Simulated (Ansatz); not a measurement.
# SnClF: vertical ionisation energy

Aim: the vertical ionisation energy of SnClF, as cation minus neutral at the neutral's geometry, on several levels, and how well −ε(HOMO) stands in for it.

Method: unrestricted cation, the program's frozen cores in correlated methods; program: Ansatz 0.2.0, Gaussian basis.

Levels to be run: UKS PBE-D4/def2-TZVPP; UKS r2SCAN-D4/def2-TZVPP; UKS PBE0-D4/def2-TZVPP; UKS B3LYP-D4/def2-TZVPP; UKS wB97X-V/def2-TZVPP; UKS wB97M-V/def2-TZVPP; UKS B2PLYP/def2-TZVPP; UHF-CCSD(T)/def2-TZVPP; UHF-MP2/def2-QZVPP; extrapolation to the limit; then −ε(HOMO) from the neutral's earlier runs with LDA (SPW92), PBE-D4, revPBE-D4, BLYP-D4, r2SCAN-D4, B97M-V, PBE0-D4, B3LYP-D4, r2SCANh-D4, r2SCAN0-D4, HSE06-D4, BHLYP-D4, CAM-B3LYP-D4, LC-ωPBE, ωB97X-V, ωB97M-V.

### Step 1. Structure used throughout

All runs share one geometry, relaxed beforehand with PBE0-D4 in a triple-zeta def2 set. Sn takes the def2 core potential; no spin-orbit term is included.

3 atoms, charge 0, spin multiplicity 1.

Atoms are counted from 1 here; the program's logs count them from 0.

Bond lengths: F1–Sn2 1.935 Å, Sn2–Cl3 2.360 Å. Angles: F1–Sn2–Cl3 96.9°.

### Step 2. Cation, UKS PBE-D4/def2-TZVPP

in.yaml

```yaml
crystal:
  periodic: [false, false, false]
  atoms:
    - {symbol: F, position_ang: [-1.389567, 0.223137, -0.744432]}
    - {symbol: Sn, position_ang: [0.164340, 0.898054, 0.190737]}
    - {symbol: Cl, position_ang: [1.214328, -1.185990, 0.540496]}
basis:
  gaussian: {orbitals: def2-TZVPP}
total_charge: 1
magnetization: {spin_polarized: true, initial_magnetization: 1}
hamiltonian: {xc: pbe, dispersion: d4}
```

Further steps of the session: Cation, UKS r2SCAN-D4/def2-TZVPP; Cation, UKS PBE0-D4/def2-TZVPP; Cation, UKS B3LYP-D4/def2-TZVPP; Cation, UKS wB97X-V/def2-TZVPP; Cation, UKS wB97M-V/def2-TZVPP; Cation, UKS B2PLYP (frozen core)/def2-TZVPP; Cation, UHF-CCSD(T)/def2-TZVPP; Cation, UHF-MP2/def2-QZVPP.

Before running them: what should the planned runs give, taken together? Wanted: ionisation energy, CCSD(T)/CBS; nearest functional by difference; nearest −ε(HOMO); −ε(HOMO) of PBE; T1 of the cation.

As calculated:

| quantity | value |
| --- | --- |
| ionisation energy, CCSD(T)/CBS | 10.85 eV |
| nearest functional by difference | ωB97X-V (-0.20 eV) |
| nearest −ε(HOMO) | LC-ωPBE (-0.09 eV) |
| −ε(HOMO) of PBE | 7.16 eV |
| T1 of the cation | 0.023 |

What this shows: By cation minus neutral, the functionals miss by 0.51 eV at most. The PBE orbital energy is 3.7 eV too small: a semilocal HOMO is no ionisation energy. Among orbital estimates LC-ωPBE comes nearest. Hartree-Fock falls 0.99 eV short, as the neutral has more correlation energy than the cation. Correlated methods include outer-core shells of Sn, which these sets cover unevenly. With outer-core shells in play the reference is unsure by up to some tenths of an eV, so close misses can't be ranked.
